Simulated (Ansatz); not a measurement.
# Ge₂Cl+ (singlet): the correlation ladder, cc-pVTZ

The task here is to estimate one member of a computed series from the others.

Computed with Ansatz 0.2.0, Gaussian basis. Level: cc-pVTZ, core rule «outside noble gas», up to 33 orbitals frozen.

Plan: UHF; CCSD(T) on RHF; CCSD(T) on UHF; BCCD(T) on RHF; CCSDT(Q) on RHF; CCSDT(Q) on UHF; CASSCF and NEVPT2, 14 electrons in 12 orbitals.

7 further runs of the same task are left out: 2 for a known fault of the program, 5 set aside as unsound or not needed. Runs told in other sessions of the task aren't counted.

**What is computed**

The geometry is a PBE0/def2-TZVP stationary point (not a proven minimum) of the parent state, kept for this charge and spin. No spin-orbit coupling is included. The filled d shell of Ge may be among the frozen orbitals whatever the setting's name suggests.

3 atoms, charge 1, spin multiplicity 1.

Atoms are counted from 1 here; the program's logs count them from 0.

Bond lengths: Cl1–Ge2 2.397 Å, Cl1–Ge3 2.397 Å, Ge2–Ge3 2.434 Å. Angles: Ge2–Cl1–Ge3 61.0°, Cl1–Ge2–Ge3 59.5°, Cl1–Ge3–Ge2 59.5°.

Set-up of the first run:

The input, in.yaml:

```yaml
crystal:
  periodic: [false, false, false]
  atoms:
    - {symbol: Cl, position_ang: [0.000000, -1.659843, 0.000000]}
    - {symbol: Ge, position_ang: [0.000000, 0.405055, 1.216973]}
    - {symbol: Ge, position_ang: [0.000000, 0.405055, -1.216973]}
basis:
  gaussian: {orbitals: cc-pVTZ}
total_charge: 1
magnetization: {spin_polarized: true, initial_magnetization: 0}
hamiltonian: {xc: hf}
output: {orbitals: {seedname: orbitals}}
```

Started as:

```bash
> ansatz run in.yaml --threads 1 --pin off --events-out ev --progress --plain --max-ram 4096MiB --backend cpu
```

Among the steps run: UHF; CCSD(T) on RHF; CCSD(T) on UHF; BCCD(T) on RHF; CCSDT(Q) on RHF; CCSDT(Q) on UHF; CASSCF and NEVPT2, 14 electrons in 12 orbitals.

One table of the session follows, with a row left open; its other results are not shown here.

It belongs to the step «Misses and costs». 

```
        method  from RCCSDT(Q) (meV)
           RHF              +10800.1
           UHF              +10507.3
          RMP2               +1593.1
          UMP2               +1763.6
         RCCSD                +604.6
         UCCSD                +627.3
      RCCSD(T)                 +76.6
      UCCSD(T)                 +98.9
       BCCD(T)                 +71.8
        RCCSDT                 +39.4
        UCCSDT                 +52.2
     RCCSDT(Q)                     0
     UCCSDT(Q)                  +6.5
CASSCF valence                     ?
NEVPT2 valence               +1887.3
```

**Question.** Estimate the row for CASSCF valence.

As computed: from RCCSDT(Q) (meV): +8413.8. In the column «from RCCSDT(Q) (meV)» it lies between NEVPT2 valence (+1887.3) and UHF (+10507.3).

To keep in mind: The determinant of HF (⟨S²⟩ 0.86) is far from a pure spin state, so its energy mixes those of several spin states; that is harmless only where they are near-degenerate. The determinant of CCSD(T) (⟨S²⟩ 0.86) is far from a pure spin state, so its energy mixes those of several spin states; high orders of coupled cluster remove much of that, low ones don't. The determinant of CCSDT(Q) (⟨S²⟩ 0.86) is far from a pure spin state, so its energy mixes those of several spin states; high orders of coupled cluster remove much of that, low ones don't. Restricted and unrestricted rows rest on different reference determinants; a gap between their highest levels can come from leftover correlation error, from unlike frozen cores or from another state.
